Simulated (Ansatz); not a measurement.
# CH5BFNO: the cost of one run

All numbers below are computed with Ansatz 0.2.0 (UKS PBE0-D4/STO-3G).

## 1. The structure to begin with

Bond lengths: O1–C2 1.349 Å, C2–N3 1.464 Å, N3–B4 1.507 Å, B4–F5 1.490 Å, O1–H6 0.996 Å, C2–H7 1.128 Å, C2–H8 1.111 Å, N3–H9 1.093 Å, B4–H10 1.177 Å. Angles: O1–C2–N3 109.2°, O1–C2–H7 111.6°, O1–C2–H8 111.2°, N3–C2–H7 108.4°, N3–C2–H8 110.7°, H7–C2–H8 105.8°, C2–O1–H6 109.4°, C2–N3–B4 112.8°, C2–N3–H9 104.0°, B4–N3–H9 104.5°, N3–B4–F5 118.1°, N3–B4–H10 122.3°, F5–B4–H10 118.9°.

As a file:

```xyz
10

O    -1.4446    0.3777    0.6524
C    -0.1028    0.4151    0.7908
N     0.5138    0.5413   -0.5315
B     0.4330   -0.7301   -1.3371
F    -0.2998   -0.6934   -2.6341
H    -1.8695    0.3444    1.5528
H     0.2249    1.2917    1.4212
H     0.2716   -0.4906    1.3135
H     1.5788    0.6631   -0.3170
H     0.7778   -1.7704   -0.9081
```

## 2. Relaxing the start

Input file input.yaml:

```yaml
crystal:
  periodic: [false, false, false]
  atoms:
    - { symbol: O, position_ang: [-1.4446, 0.3777, 0.6524] }
    - { symbol: C, position_ang: [-0.1028, 0.4151, 0.7908] }
    - { symbol: "N", position_ang: [0.5138, 0.5413, -0.5315] }
    - { symbol: B, position_ang: [0.433, -0.7301, -1.3371] }
    - { symbol: F, position_ang: [-0.2998, -0.6934, -2.6341] }
    - { symbol: H, position_ang: [-1.8695, 0.3444, 1.5528] }
    - { symbol: H, position_ang: [0.2249, 1.2917, 1.4212] }
    - { symbol: H, position_ang: [0.2716, -0.4906, 1.3135] }
    - { symbol: H, position_ang: [1.5788, 0.6631, -0.317] }
    - { symbol: H, position_ang: [0.7778, -1.7704, -0.9081] }
magnetization:
  spin_polarized: true
basis:
  gaussian: { orbitals: STO-3G }
hamiltonian:
  xc: pbe0
  dispersion: d4
relax:
  f_tol: 0.02
  max_steps: 40
output:
  orbitals: {}
```

On the command line:

```
$ ansatz run input.yaml --threads 1 --pin off --max-ram 2048MiB --backend cpu --events-out ev --progress --plain --runs-dir out
```

Q: Estimate wall time and peak memory on 1 thread of Arm Neoverse V2, shared host.

About 70 s, with a peak of 0.19 GiB.
